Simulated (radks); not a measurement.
**Ionisation of Dy³⁺: one atom, several choices of functional**

One table from this session's results is given with a row withheld; the runs are named, their logs left out.

Program: radks (a radial shooting solver on a logarithmic mesh, Libxc functionals) version 1. Level of theory: non-relativistic Kohn-Sham, spin-polarised, spherical densities, point nucleus; open shells are filled with parallel spins first. These are calculated values, not measurements, unless marked.

## What is computed

- element: dysprosium (Z = 66)
- charge: +3
- electrons: 63
- configuration: [Xe] 4f9
- ion: Dy⁴⁺, [Xe] 4f8
- choices: B86b exchange with PBE correlation; exchange-only LDA; revPBE; PBE; LDA (Slater exchange, VWN5 correlation); SCAN; OLYP; Wu-Cohen GGA; TASK exchange with Perdew-Wang LDA correlation

Outer shells as boxes (Hund's rule):

Dy³⁺
```
[Xe] core
4f [↑↓][↑↓][↑ ][↑ ][↑ ][↑ ][↑ ]
```

Dy⁴⁺
```
[Xe] core
4f [↑↓][↑ ][↑ ][↑ ][↑ ][↑ ][↑ ]
```

Set-up of the first run:

The run's settings:

```text
Z 66
configuration [Xe] 4f9
relativity non-relativistic
functional b86_mgc,pbe
spin polarised
nucleus point
```

Steps of the session up to this table: B86b exchange with PBE correlation: Dy³⁺; B86b exchange with PBE correlation: Dy⁴⁺; exchange-only LDA: Dy³⁺; exchange-only LDA: Dy⁴⁺; revPBE: Dy³⁺; revPBE: Dy⁴⁺; PBE: Dy³⁺; PBE: Dy⁴⁺; LDA (Slater exchange, VWN5 correlation): Dy³⁺; LDA (Slater exchange, VWN5 correlation): Dy⁴⁺; SCAN: Dy³⁺; SCAN: Dy⁴⁺; OLYP: Dy³⁺; OLYP: Dy⁴⁺; Wu-Cohen GGA: Dy³⁺; Wu-Cohen GGA: Dy⁴⁺; TASK exchange with Perdew-Wang LDA correlation: Dy³⁺; TASK exchange with Perdew-Wang LDA correlation: Dy⁴⁺.

One table of the session follows, with a row left open; its other results are not shown here.

```
                                    functional  Δ-SCF (eV)  −ε(HOMO) (eV)  <r> HOMO (bohr)
            B86b exchange with PBE correlation      46.738         36.707           0.7871
                             exchange-only LDA      45.056         35.086           0.7893
                                        revPBE           ?              ?                ?
                                           PBE      46.712         36.684           0.7872
       LDA (Slater exchange, VWN5 correlation)      47.215         37.157           0.7859
                                          SCAN      45.614         35.661           0.7896
                                          OLYP      47.012         36.946           0.7844
                                  Wu-Cohen GGA      46.829         36.788           0.7867
TASK exchange with Perdew-Wang LDA correlation      45.077         35.094           0.7872
```

Estimate the missing values for revPBE.

The run gave: Δ-SCF (eV): 46.622; −ε(HOMO) (eV): 36.596; <r> HOMO (bohr): 0.7874. In the column «Δ-SCF (eV)» it lies between SCAN (45.614) and PBE (46.712).

Relativity is left out here, which matters for elements this heavy. Open shells are spherical and high-spin; term and fine-structure splittings are not resolved.
